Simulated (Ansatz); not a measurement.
# SiH₂Cl₂ + NH₃: a complex and its separated parts, part 2 of 2

Ansatz 0.2.0, Gaussian basis. The steps go on from the part before.

## (13) CAM-B3LYP-D4/def2-TZVPP

The inputs:

parta/in.yaml

```yaml
crystal:
  periodic: [false, false, false]
  atoms:
    - {symbol: Si, position_ang: [-0.020912, 0.884921, -0.782883]}
    - {symbol: H, position_ang: [-1.043203, 1.948917, -0.791849]}
    - {symbol: H, position_ang: [0.958924, 1.025692, -1.877117]}
    - {symbol: Cl, position_ang: [-0.959274, -0.915799, -0.982157]}
    - {symbol: Cl, position_ang: [0.978197, 0.962404, 0.994363]}
basis:
  gaussian: {orbitals: def2-TZVPP}
hamiltonian: {xc: {name: CAM-B3LYP}, dispersion: d4}
```

partb/in.yaml

```yaml
crystal:
  periodic: [false, false, false]
  atoms:
    - {symbol: N, position_ang: [0.019875, -0.762712, 0.676175]}
    - {symbol: H, position_ang: [0.596739, -0.560025, 1.483403]}
    - {symbol: H, position_ang: [0.379420, -1.613062, 0.260095]}
    - {symbol: H, position_ang: [-0.909765, -0.970236, 1.019968]}
basis:
  gaussian: {orbitals: def2-TZVPP}
hamiltonian: {xc: {name: CAM-B3LYP}, dispersion: d4}
```

Each run has its own folder and the same command.

Started as:

```
$ ansatz run in.yaml --threads 4 --pin off --events-out ev --progress --plain --max-ram 9574MiB
```

Log of parta, cut to the lines that bear on the results:

```text
Functional definition: CAM-B3LYP
  name "CAM-B3LYP"
  cite "Yanai, Tew & Handy, Chem. Phys. Lett. 393, 51 (2004) doi:10.1016/j.cplett.2004.06.011"
  cite "Iikura, Tsuneda, Yanai & Hirao, J. Chem. Phys. 115, 3540 (2001) doi:10.1063/1.1383587"
  cite "Becke, Phys. Rev. A 38, 3098 (1988) doi:10.1103/PhysRevA.38.3098"
  cite "Lee, Yang & Parr, Phys. Rev. B 37, 785 (1988) doi:10.1103/PhysRevB.37.785"
[...]
1035 factors; their error is unknown
194 factors; integrals over basis functions are off by at most 1.4e-5 eV
[...]
mean field -32960.15135598 eV, -1211.2632211392 hartree, gradient 6.4e-5 eV, S^2 0.000000; 0 other end points of the search recorded, 0 dependent functions left out
reference -32960.15147680 eV, -1211.2632255795 hartree; 25, 25 occupied and 129, 129 virtual orbitals, 1035 factors
Total energy: -32960.25785934 eV, -1211.2671350654 hartree
```

Output in partb, cut to the lines that bear on the results:

```text
[... 6 set-up lines as earlier in the session ...]
[...]
  # Exact exchange under (alpha + beta erf(omega r))/r, Becke's under what is left of 1/r.
[...]
332 factors; their error is unknown
102 factors; integrals over basis functions are off by at most 1.4e-5 eV
[...]
mean field -1539.00929926 eV, -56.5575485698 hartree, gradient 6.3e-5 eV, S^2 0.000000; 0 other end points of the search recorded, 0 dependent functions left out
reference -1539.00936734 eV, -56.5575510718 hartree; 5, 5 occupied and 68, 68 virtual orbitals, 332 factors
Total energy: -1539.01809277 eV, -56.5578717253 hartree
```

They took 1.1 s (parta), 0.25 s (partb) on 4 threads of Arm Neoverse V1, shared host.

## (14) wB97X-V/def2-TZVPP

Each input of step 13 (parta, partb) changes in the same lines:

```diff
-hamiltonian: {xc: {name: CAM-B3LYP}, dispersion: d4}
+hamiltonian: {xc: {name: wB97X-V}}
```

One command serves all of them, each in its own folder.

Started as:

```
$ ansatz run in.yaml --threads 4 --pin off --events-out ev --progress --plain --max-ram 9574MiB
```

Output in parta, cut to the lines that bear on the results:

```text
Functional definition: wB97X-V
  name "wB97X-V"
  cite "Mardirossian & Head-Gordon, Phys. Chem. Chem. Phys. 16, 9904 (2014) doi:10.1039/C3CP54374A"
[... 2 set-up lines as earlier in the session ...]
[...]
      + integral(e_c_pw_opposite_spin*poly(b97_u_opposite, cos0, cos1)) + vv10(b, c)
1029 factors; their error is unknown
174 factors; integrals over basis functions are off by at most 4.4e-5 eV
[...]
mean field -32954.30095475 eV, -1211.0482228597 hartree, gradient 2.5e-5 eV, S^2 0.000000; 0 other end points of the search recorded, 0 dependent functions left out
reference -32954.30095313 eV, -1211.0482228003 hartree; 25, 25 occupied and 129, 129 virtual orbitals, 1029 factors
Total energy: -32954.30095313 eV, -1211.0482228003 hartree
```

partb printed, cut to the lines that bear on the results:

```text
[... 5 set-up lines as earlier in the session ...]
[...]
      + integral(e_c_pw_opposite_spin*poly(b97_u_opposite, cos0, cos1)) + vv10(b, c)
332 factors; their error is unknown
93 factors; integrals over basis functions are off by at most 8.0e-6 eV
[...]
mean field -1539.14323854 eV, -56.5624707475 hartree, gradient 1.3e-5 eV, S^2 0.000000; 0 other end points of the search recorded, 0 dependent functions left out
reference -1539.14323744 eV, -56.5624707070 hartree; 5, 5 occupied and 68, 68 virtual orbitals, 332 factors
Total energy: -1539.14323744 eV, -56.5624707070 hartree
```

Wall times: 2.7 s (parta), 0.5 s (partb) on 4 threads of Arm Neoverse V1, shared host.

## (15) wB97M-V/def2-TZVPP

Each input of step 14 (parta, partb) changes in the same lines:

```diff
-hamiltonian: {xc: {name: wB97X-V}}
+hamiltonian: {xc: {name: wB97M-V}}
```

The same command starts each run, in its folder.

Started as:

```
$ ansatz run in.yaml --threads 4 --pin off --events-out ev --progress --plain --max-ram 9574MiB
```

parta printed, cut to the lines that bear on the results:

```text
Functional definition: wB97M-V
  name "wB97M-V"
  cite "Mardirossian & Head-Gordon, J. Chem. Phys. 144, 214110 (2016) doi:10.1063/1.4952647"
[... 2 set-up lines as earlier in the session ...]
  # Of w^i u^j: cxij and so on, Table III.
[...]
  gx(w, u) = 1 - cx + cx01*u + cx10*w
[...]
      + integral(e_c_pw_mod_opposite_spin*gos(b97_w_opposite, b97_u_opposite)) + vv10(b, c)
1029 factors; their error is unknown
174 factors; integrals over basis functions are off by at most 4.4e-5 eV
[...]
mean field -32957.38223749 eV, -1211.1614579117 hartree, gradient 2.2e-5 eV, S^2 0.000000; 0 other end points of the search recorded, 0 dependent functions left out
reference -32957.38227677 eV, -1211.1614593553 hartree; 25, 25 occupied and 129, 129 virtual orbitals, 1029 factors
Total energy: -32957.38227677 eV, -1211.1614593553 hartree
```

Log of partb, cut to the lines that bear on the results:

```text
[... 5 set-up lines as earlier in the session ...]
  # Of w^i u^j: cxij and so on, Table III.
[...]
  gx(w, u) = 1 - cx + cx01*u + cx10*w
[...]
      + integral(e_c_pw_mod_opposite_spin*gos(b97_w_opposite, b97_u_opposite)) + vv10(b, c)
332 factors; their error is unknown
93 factors; integrals over basis functions are off by at most 8.0e-6 eV
[...]
mean field -1538.84210125 eV, -56.5514041564 hartree, gradient 5.5e-5 eV, S^2 0.000000; 0 other end points of the search recorded, 0 dependent functions left out
reference -1538.84212813 eV, -56.5514051441 hartree; 5, 5 occupied and 68, 68 virtual orbitals, 332 factors
Total energy: -1538.84212813 eV, -56.5514051441 hartree
```

Times: 3 s (parta), 0.5 s (partb) on 4 threads of Arm Neoverse V1, shared host.

## (16) B2PLYP/def2-TZVPP

The same edit goes into each in.yaml of step 15 (parta, partb):

```diff
-hamiltonian: {xc: {name: wB97M-V}}
+hamiltonian: {xc: {name: B2PLYP}}
```

Each run has its own folder and the same command.

Started as:

```
$ ansatz run in.yaml --threads 4 --pin off --events-out ev --progress --plain --max-ram 9574MiB
```

parta printed, cut to the lines that bear on the results:

```text
Functional definition: B2PLYP
  name "B2PLYP"
  cite "Grimme, J. Chem. Phys. 124, 034108 (2006) doi:10.1063/1.2148954"
[... 2 set-up lines as earlier in the session ...]
[...]
895 factors; integrals over basis functions are off by at most 8.3e-4 eV
[...]
mean field -32944.41578485 eV, -1210.6849495662 hartree, gradient 9.5e-6 eV, S^2 0.000000; 0 other end points of the search recorded, 0 dependent functions left out
15 core orbitals not correlated: weight in the atoms' cores, before any rotation towards them, 1.000 or more for the frozen orbitals, at most 0.000 for the correlated occupied ones
reference -32944.41594351 eV, -1210.6849553968 hartree; 10, 10 occupied and 129, 129 virtual orbitals, 895 factors
second order -16.57671512 eV of doubles, -0.00000000 eV of singles
Total energy: -32948.89165659 eV, -1210.8494348188 hartree
```

Log of partb, cut to the lines that bear on the results:

```text
[... 5 set-up lines as earlier in the session ...]
[...]
416 factors; integrals over basis functions are off by at most 1.2e-3 eV
[...]
mean field -1536.38003577 eV, -56.4609249189 hartree, gradient 8.5e-6 eV, S^2 0.000000; 0 other end points of the search recorded, 0 dependent functions left out
1 core orbitals not correlated: weight in the atoms' cores, before any rotation towards them, 1.000 or more for the frozen orbitals, at most 0.000 for the correlated occupied ones
reference -1536.38012599 eV, -56.4609282344 hartree; 4, 4 occupied and 68, 68 virtual orbitals, 416 factors
second order -7.62130555 eV of doubles, -0.00000000 eV of singles
Total energy: -1538.43787849 eV, -56.5365492439 hartree
```

Times: 1.6 s (parta), 0.25 s (partb) on 4 threads of Arm Neoverse V1, shared host.

## (17) PBE-QIDH/def2-TZVPP

The same edit goes into each in.yaml of step 16 (parta, partb):

```diff
-hamiltonian: {xc: {name: B2PLYP}}
+hamiltonian: {xc: {name: PBE-QIDH}}
```

One command serves all of them, each in its own folder.

Started as:

```
$ ansatz run in.yaml --threads 4 --pin off --events-out ev --progress --plain --max-ram 9574MiB
```

Output in parta, cut to the lines that bear on the results:

```text
Functional definition: PBE-QIDH
  name "PBE-QIDH"
  cite "Brémond, Sancho-García, Pérez-Jiménez & Adamo, J. Chem. Phys. 141, 031101 (2014) doi:10.1063/1.4890314"
[... 1 set-up line as earlier in the session ...]
[...]
895 factors; integrals over basis functions are off by at most 8.3e-4 eV
[...]
mean field -32935.76243936 eV, -1210.3669449850 hartree, gradient 5.1e-6 eV, S^2 0.000000; 0 other end points of the search recorded, 0 dependent functions left out
15 core orbitals not correlated: weight in the atoms' cores, before any rotation towards them, 1.000 or more for the frozen orbitals, at most 0.000 for the correlated occupied ones
reference -32935.76245061 eV, -1210.3669453981 hartree; 10, 10 occupied and 129, 129 virtual orbitals, 895 factors
second order -15.39286826 eV of doubles, -0.00000000 eV of singles
Total energy: -32940.89340669 eV, -1210.5555045565 hartree
```

Output in partb, cut to the lines that bear on the results:

```text
[... 4 set-up lines as earlier in the session ...]
[...]
416 factors; integrals over basis functions are off by at most 1.2e-3 eV
[...]
mean field -1535.33257389 eV, -56.4224314045 hartree, gradient 2.2e-6 eV, S^2 0.000000; 0 other end points of the search recorded, 0 dependent functions left out
1 core orbitals not correlated: weight in the atoms' cores, before any rotation towards them, 1.000 or more for the frozen orbitals, at most 0.000 for the correlated occupied ones
reference -1535.33258065 eV, -56.4224316531 hartree; 4, 4 occupied and 68, 68 virtual orbitals, 416 factors
second order -7.10251687 eV of doubles, -0.00000000 eV of singles
Total energy: -1537.70008627 eV, -56.5094358800 hartree
```

Wall times: 1.6 s (parta), 0.3 s (partb) on 4 threads of Arm Neoverse V1, shared host.

## (18) RPA on PBE/def2-TZVPP

Each input of step 17 (parta, partb) changes in the same lines:

```diff
-hamiltonian: {xc: {name: PBE-QIDH}}
+hamiltonian: {xc: pbe}
+correlation: {method: rpa}
```

The same command starts each run, in its folder.

Started as:

```
$ ansatz run in.yaml --threads 4 --pin off --events-out ev --progress --plain --max-ram 9574MiB
```

Log of parta, cut to the lines that bear on the results:

```text
[... 4 set-up lines as earlier in the session ...]
[...]
895 factors; integrals over basis functions are off by at most 8.3e-4 eV
[...]
mean field -32944.78018931 eV, -1210.6983411832 hartree, gradient 2.0e-6 eV, S^2 0.000000; 0 other end points of the search recorded, 0 dependent functions left out
15 core orbitals not correlated: weight in the atoms' cores, before any rotation towards them, 1.000 or more for the frozen orbitals, at most 0.000 for the correlated occupied ones
reference -32903.96003685 eV, -1209.1982282492 hartree; 10, 10 occupied and 129, 129 virtual orbitals, 895 factors
Total energy: -32927.22656874 eV, -1210.0532575252 hartree
```

Output in partb, cut to the lines that bear on the results:

```text
[... 4 set-up lines as earlier in the session ...]
[...]
416 factors; integrals over basis functions are off by at most 1.2e-3 eV
[...]
mean field -1537.73161204 eV, -56.5105944304 hartree, gradient 7.3e-6 eV, S^2 0.000000; 0 other end points of the search recorded, 0 dependent functions left out
1 core orbitals not correlated: weight in the atoms' cores, before any rotation towards them, 1.000 or more for the frozen orbitals, at most 0.000 for the correlated occupied ones
reference -1529.64046583 eV, -56.2132502916 hartree; 4, 4 occupied and 68, 68 virtual orbitals, 416 factors
Total energy: -1540.11761388 eV, -56.5982783807 hartree
```

Times: 1.4 s (parta), 0.3 s (partb) on 4 threads of Arm Neoverse V1, shared host.

## (19) CCSD(T)/def2-TZVPP

The same edit goes into each in.yaml of step 18 (parta, partb):

```diff
-hamiltonian: {xc: pbe}
-correlation: {method: rpa}
+correlation: {method: ccsd_t}
```

One command serves all of them, each in its own folder.

Started as:

```
$ ansatz run in.yaml --threads 4 --pin off --events-out ev --progress --plain --max-ram 9574MiB
```

Log of parta, cut to the lines that bear on the results:

```text
Functional definition: HF
  name "HF"
  cite "Fock, Z. Phys. 61, 126 (1930) doi:10.1007/BF01340294"
[... 1 set-up line as earlier in the session ...]
[...]
895 factors; integrals over basis functions are off by at most 8.3e-4 eV
[...]
mean field -32905.04939444 eV, -1209.2382614023 hartree, gradient 3.6e-6 eV, S^2 0.000000; 0 other end points of the search recorded, 0 dependent functions left out
15 core orbitals not correlated: weight in the atoms' cores, before any rotation towards them, 1.000 or more for the frozen orbitals, at most 0.000 for the correlated occupied ones
reference -32905.04939444 eV, -1209.2382614023 hartree; 10, 10 occupied and 129, 129 virtual orbitals, 895 factors
second order -13.60629419 eV of doubles, -0.00000000 eV of singles
cycle   1  -14.47396812 eV  change   -8.7e-1 eV  update   7.1e-2
[...]
cycle   8  -14.84735526 eV  change   -1.4e-5 eV  update   1.6e-5
perturbative correction -0.59988404 eV, -0.0220453319 hartree
Total energy: -32920.49663374 eV, -1209.8059369760 hartree
```

partb printed, cut to the lines that bear on the results:

```text
[... 4 set-up lines as earlier in the session ...]
[...]
416 factors; integrals over basis functions are off by at most 1.2e-3 eV
[...]
mean field -1529.85233501 eV, -56.2210363403 hartree, gradient 4.0e-6 eV, S^2 0.000000; 0 other end points of the search recorded, 0 dependent functions left out
1 core orbitals not correlated: weight in the atoms' cores, before any rotation towards them, 1.000 or more for the frozen orbitals, at most 0.000 for the correlated occupied ones
reference -1529.85233501 eV, -56.2210363403 hartree; 4, 4 occupied and 68, 68 virtual orbitals, 416 factors
second order -6.38843737 eV of doubles, -0.00000000 eV of singles
cycle   1  -6.57746264 eV  change   -1.9e-1 eV  update   3.9e-2
[...]
cycle   9  -6.72938999 eV  change    3.2e-6 eV  update   2.3e-6
perturbative correction -0.20704490 eV, -0.0076087598 hartree
Total energy: -1536.78876990 eV, -56.4759456209 hartree
```

They took 7.5 s (parta), 0.3 s (partb) on 4 threads of Arm Neoverse V1, shared host; peak memory 0.89 GiB.

## (20) Vibrations of SiH₂Cl₂

File vib-parta/in.yaml:

```yaml
crystal:
  periodic: [false, false, false]
  atoms:
    - {symbol: Si, position_ang: [-0.020912, 0.884921, -0.782883]}
    - {symbol: H, position_ang: [-1.043203, 1.948917, -0.791849]}
    - {symbol: H, position_ang: [0.958924, 1.025692, -1.877117]}
    - {symbol: Cl, position_ang: [-0.959274, -0.915799, -0.982157]}
    - {symbol: Cl, position_ang: [0.978197, 0.962404, 0.994363]}
basis:
  gaussian: {orbitals: def2-TZVP}
hamiltonian: {xc: pbe0, dispersion: d4}
phonons: {temperatures: {t_min: 298.15, t_max: 900, t_step: 200}}
```

Started as:

```
$ ansatz run in.yaml --threads 4 --pin off --events-out ev --progress --plain --max-ram 9574MiB
```

Log, cut to the lines that bear on the results:

```text
[... 5 set-up lines as earlier in the session ...]
[...]
892 factors; their error is unknown
[...]
mean field -32947.64892854 eV, -1210.8037654053 hartree, gradient 6.1e-5 eV, S^2 0.000000; 0 other end points of the search recorded, 0 dependent functions left out
[...]
Atom 2 at     0.958924     1.025692    -1.877117 Å, force    -0.001662    -0.000027     0.001623 eV/Å
Atom 3 at    -0.959274    -0.915799    -0.982157 Å, force     0.000021     0.000036     0.000032 eV/Å
Atom 4 at     0.978197     0.962404     0.994363 Å, force    -0.000035    -0.000033    -0.000007 eV/Å
Dipole moment:    -0.006224     0.176464    -0.161591 e Å
Vibrations: 185.47 529.28 591.94 593.68 706.74 870.57 950.53 2271.62 2285.37 cm⁻¹, zero-point energy 0.557011 eV
```

It took 21 s on 4 threads of Arm Neoverse V1, shared host.

Wavenumbers and character of the modes:

```
mode  wavenumber (cm⁻¹)      character
   1                185           bend
   2                529  Si–Cl stretch
   3                592  Si–Cl stretch
   4                594           bend
   5                707           bend
   6                871           bend
   7                951           bend
   8               2272   Si–H stretch
   9               2285   Si–H stretch
```

Vibrational sums (real modes only):

```
T (K)  entropy (J/mol/K)  heat capacity (J/mol/K)
  298               18.2                     29.0
  498               37.3                     44.7
  698               53.8                     53.4
  898               68.0                     59.0
```

## (21) Vibrations of NH₃

File vib-partb/in.yaml:

```yaml
crystal:
  periodic: [false, false, false]
  atoms:
    - {symbol: N, position_ang: [0.019875, -0.762712, 0.676175]}
    - {symbol: H, position_ang: [0.596739, -0.560025, 1.483403]}
    - {symbol: H, position_ang: [0.379420, -1.613062, 0.260095]}
    - {symbol: H, position_ang: [-0.909765, -0.970236, 1.019968]}
basis:
  gaussian: {orbitals: def2-TZVP}
hamiltonian: {xc: pbe0, dispersion: d4}
phonons: {temperatures: {t_min: 298.15, t_max: 900, t_step: 200}}
```

Started as:

```
$ ansatz run in.yaml --threads 4 --pin off --events-out ev --progress --plain --max-ram 9574MiB
```

Log, cut to the lines that bear on the results:

```text
[... 5 set-up lines as earlier in the session ...]
[...]
287 factors; their error is unknown
[...]
mean field -1537.79931039 eV, -56.5130822989 hartree, gradient 1.7e-5 eV, S^2 0.000000; 0 other end points of the search recorded, 0 dependent functions left out
[...]
Atom 1 at     0.596739    -0.560025     1.483403 Å, force    -0.001973    -0.000677    -0.002775 eV/Å
Atom 2 at     0.379420    -1.613062     0.260095 Å, force    -0.001402     0.003273     0.001590 eV/Å
Atom 3 at    -0.909765    -0.970236     1.019968 Å, force     0.003574     0.000791    -0.001343 eV/Å
Dipole moment:     0.002118    -0.267472     0.229866 e Å
Vibrations: 1031.67 1669.72 1669.72 3501.31 3630.31 3630.41 cm⁻¹, zero-point energy 0.938134 eV
```

Run time: 1.4 s. Hardware: 4 threads of Arm Neoverse V1, shared host.

The modes, with what each moves most:

```
mode  wavenumber (cm⁻¹)    character
   1               1032         bend
   2               1670         bend
   3               1670         bend
   4               3501  N–H stretch
   5               3630  N–H stretch
   6               3630  N–H stretch
```

Vibrational sums (real modes only):

```
T (K)  entropy (J/mol/K)  heat capacity (J/mol/K)
  298                0.4                      1.8
  498                2.6                      7.4
  698                6.0                     13.4
  898               10.0                     18.8
```

## (22) Complex less separated parts

The complex's own energies come from single points at the same levels.

Rows are in def2-TZVPP; times add the 3 runs of a level on a shared host, so small differences are noise.

Differences are taken before rounding.

```
      method                    rung  complex less parts (kJ/mol)  from CCSD(T) (kJ/mol)   time
       SPW92                     LDA                        -40.8                  -49.5  1.6 s
      PBE-D4                     GGA                         -6.7                  -15.5  2.6 s
     BLYP-D4                     GGA                          6.5                   -2.2  2.5 s
   r2SCAN-D4                meta-GGA                         -2.7                  -11.5  5.6 s
      B97M-V                meta-GGA                          6.1                   -2.7   12 s
     PBE0-D4                  hybrid                         -6.3                  -15.0  3.8 s
    B3LYP-D4                  hybrid                          5.4                   -3.4  3.5 s
  r2SCAN0-D4                  hybrid                         -4.0                  -12.8  6.9 s
    BHLYP-D4                  hybrid                          5.3                   -3.4  3.5 s
CAM-B3LYP-D4  range-separated hybrid                          3.0                   -5.8    4 s
     wB97X-V  range-separated hybrid                          1.9                   -6.8  9.7 s
     wB97M-V  range-separated hybrid                         -1.0                   -9.8   11 s
      B2PLYP           double hybrid                         13.6                   +4.8  5.8 s
    PBE-QIDH           double hybrid                         -1.0                   -9.7  6.1 s
  RPA on PBE                     RPA                         17.6                   +8.8  5.6 s
Hartree-Fock            wavefunction                         39.7                  +30.9       
         MP2            wavefunction                          4.4                   -4.4       
        CCSD            wavefunction                         13.3                   +4.6       
     CCSD(T)            wavefunction                          8.8                      0   81 s
```

Among the levels timed on like hardware and quicker than the yardstick, those that no quicker one beats, quickest first: SPW92 (1.6 s, -49.5 kJ/mol); BLYP-D4 (2.5 s, -2.2 kJ/mol).

For cost: BLYP-D4 gets within 2.2 kJ/mol in 2.5 s, where CCSD(T) took 81 s; the quickest level in the cost chart, SPW92, takes 1.6 s and misses by 49.5 kJ/mol.

The complex's zero-point energy, from a separate PBE0-D4 run, is 1.632 eV.

## (23) Summary of results

The summary covers parts 1 to 2.

| quantity | value |
| --- | --- |
| complex less parts, CCSD(T)/def2-TZVPP | +8.8 kJ/mol |
| with zero-point energy | +22.0 kJ/mol |
| largest T1 diagnostic | 0.008 |

At CCSD(T) the complex lies 8.8 kJ/mol above its parts. The functionals run from BLYP-D4, off by -2.2 kJ/mol, to SPW92, off by -49.5 kJ/mol, against CCSD(T). Mean unsigned error by rung: LDA 49.5, GGA 8.9, meta-GGA 7.1, hybrid 8.7, range-separated hybrid 7.5, double hybrid 7.3 kJ/mol. PBE-D4 gives a relative energy 15.5 kJ/mol too low, an error of 176 % of the reference. The complex's frequency run has imaginary modes: the structure is no minimum, so both the energy and the zero-point correction are in doubt. No counterpoise was applied, and triple zeta lacks some correlation, so the CCSD(T) reference has a basis error of its own, and close matches with it are partly luck.
